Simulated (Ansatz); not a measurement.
# C2H3F3GaN: small, medium and large basis sets

The task here is to estimate one member of a computed series from the others.

Program: Ansatz 0.2.0, Gaussian basis. Level of theory: one geometry, several basis sets. These are calculated values, not measurements.

The runs, in order: PBE0-D4/def2-SVP; ωB97M-V/def2-SVP; PBE0-D4/def2-QZVPP; ωB97M-V/def2-QZVPP; the functionals' def2-TZVPP values are taken from earlier runs.

### The geometry

An earlier PBE0-D4 in a triple-zeta def2 set relaxation fixed the geometry.

SMILES `CC#[N+][Ga-]([F])([F])[F]`, 10 atoms, charge 0, spin multiplicity 1.

Atoms are counted from 1 here; the program's logs count them from 0.

Bond lengths: C1–C2 1.440 Å, C1–H8 1.091 Å, C1–H9 1.091 Å, C1–H10 1.091 Å, C2–N3 1.141 Å, N3–Ga4 2.049 Å, Ga4–F5 1.751 Å, Ga4–F6 1.751 Å, Ga4–F7 1.751 Å. Angles: C2–C1–H8 109.5°, C2–C1–H9 109.5°, C2–C1–H10 109.5°, H8–C1–H9 109.5°, H8–C1–H10 109.5°, H9–C1–H10 109.5°, C1–C2–N3 180.0°, C2–N3–Ga4 179.7°, N3–Ga4–F5 100.4°, N3–Ga4–F6 100.3°, N3–Ga4–F7 100.4°, F5–Ga4–F6 116.9°, F5–Ga4–F7 116.9°, F6–Ga4–F7 116.9°.

Set-up of the first run:

Contents of in.yaml:

```yaml
crystal:
  periodic: [false, false, false]
  atoms:
    - {symbol: C, position_ang: [-0.014170, -1.188199, 1.901452]}
    - {symbol: C, position_ang: [0.001419, -0.430098, 0.677044]}
    - {symbol: N, position_ang: [0.013432, 0.171209, -0.293096]}
    - {symbol: Ga, position_ang: [0.032145, 1.258508, -2.029360]}
    - {symbol: F, position_ang: [1.731494, 1.166694, -2.439688]}
    - {symbol: F, position_ang: [-0.556961, 2.798119, -1.439933]}
    - {symbol: F, position_ang: [-1.069831, 0.311361, -3.005643]}
    - {symbol: H, position_ang: [-0.367110, -2.200525, 1.698207]}
    - {symbol: H, position_ang: [0.994406, -1.230948, 2.315740]}
    - {symbol: H, position_ang: [-0.681724, -0.707321, 2.618276]}
basis:
  gaussian: {orbitals: def2-SVP}
hamiltonian: {xc: pbe0, dispersion: d4}
output: {orbitals: {seedname: orbitals}}
```

On the command line:

```
$ ansatz run in.yaml --threads 4 --pin off --events-out ev --progress --plain --max-ram 11315MiB
```

Among the steps run: PBE0-D4 in def2-SVP; ωB97M-V in def2-SVP; PBE0-D4 in def2-QZVPP; ωB97M-V in def2-QZVPP.

One table of the session follows, with a row left open; its other results are not shown here.

It belongs to the step «Density functionals: the series». 

```
functional       basis  HOMO (eV)
   PBE0-D4    def2-SVP      -9.68
   PBE0-D4  def2-TZVPP          ?
   PBE0-D4  def2-QZVPP     -10.13
   ωB97M-V    def2-SVP     -12.18
   ωB97M-V  def2-TZVPP     -12.60
   ωB97M-V  def2-QZVPP     -12.70
```

**Question.** Estimate the row for PBE0-D4, def2-TZVPP.

The run gave: HOMO (eV): -10.05. In the column «HOMO (eV)» it lies between PBE0-D4, def2-QZVPP (-10.13) and PBE0-D4, def2-SVP (-9.68).
